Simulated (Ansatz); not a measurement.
# Hf2Ru: the cost of one run

Method: DFT PBE, scalar-relativistic, plane waves, PAW, in Ansatz 0.2.0.

2 further runs of the same task are left out: 1 that didn't finish, 1 set aside as unsound or not needed.

**1. The system as given**

The structure is cubic, space group Fm-3m (No. 225). The conventional cell has a = 5.603 Å, b = 5.603 Å, c = 5.603 Å, α = 90.00°, β = 90.00°, γ = 90.00°. Hf (site symmetry -43m) is surrounded by 4 Ru at 2.43 Å. Around Ru (site symmetry m-3m) lie 8 Hf at 2.43 Å.

Structure file:

```
CELL_PARAMETERS angstrom
0.00000 2.80139 2.80139
2.80139 0.00000 2.80139
2.80139 2.80139 0.00000
ATOMIC_POSITIONS crystal
Hf 0.25000 0.25000 0.25000
Hf 0.75000 0.75000 0.75000
Ru 0.00000 0.00000 0.00000
```

The cell is invented: species swapped into a database cell of CdF2 (Fm-3m, No. 225), with Ru on the Cd sites and Hf on the F sites. Lengths come from tabulated atomic sizes and are only a guess.

**2. Probe: one point on a coarse mesh**

input.yaml

```yaml
crystal:
  lattice:
    - [0.0, 2.80138771, 2.80138771]
    - [2.80138771, 0.0, 2.80138771]
    - [2.80138771, 2.80138771, 0.0]
  atoms:
    - { symbol: Hf, position: [0.25, 0.25, 0.25] }
    - { symbol: Hf, position: [0.75, 0.75, 0.75] }
    - { symbol: Ru, position: [0.0, 0.0, 0.0] }
basis:
  ecutwfc: 420
kpoints:
  mp_grid: { grid: [6, 6, 6] }
hamiltonian:
  xc: pbe
scf:
  occupations: { method: gaussian, width: 0.1 }
  lower_state_search: "off"
output:
  forces: true
  stress: true
  eigenvalues: true
```

Run with:

```
$ ansatz run input.yaml --threads 1 --pin off --max-ram 2048MiB --backend cpu --events-out ev --progress --plain --runs-dir out
```

Q: Estimate wall time and peak memory on 1 thread of Arm Neoverse V2, shared host.

About 1.9 s, with a peak of 0.32 GiB.
